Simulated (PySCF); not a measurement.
# Cl3OV (VOCl3): the cost of one run

Programs: PySCF 2.14.0, with density-fitted response routines of our own. Each step states its level of theory. These are calculated values for one molecule in the gas phase, unless marked as measured. Atoms count from 0, in the outputs and in this text.

### Step 1. Starting geometry

5 atoms, charge 0, multiplicity 1; geometry from: GFN2-xTB. The atoms were then displaced at random by about 0.01 Å, so the start is not that level's minimum.

Bonds of the start (Å): O0–V1 1.53, V1–Cl2 2.01, V1–Cl3 2.04, V1–Cl4 2.00.

### Step 2. Geometry optimisation at PBE0-D3(BJ)/def2-SVP

What the job is given:

```
{"job": {"xc": "PBE0", "basis": "def2-SVP", "d3": "d3bj", "grid": 1, "shake": 0.01, "kind": "geom"}, "charge": 0, "multiplicity": 1}
O      0.045570    -0.038540     1.630100
V     -0.002520    -0.004890     0.105220
Cl    -0.975350    -1.621760    -0.591630
Cl     1.907170    -0.001680    -0.614810
Cl    -0.941290     1.632900    -0.566780
```

The run is started by

```console
$ OMP_NUM_THREADS=1 python probes_run.py task.json out
```

One launch serves the whole session: the jobs run in the order shown.

Q: Estimate the wall time and peak memory of this first job on 1 thread of AMD EPYC 9R45, shared host.

About 28 s, with a peak of 0.43 GiB.
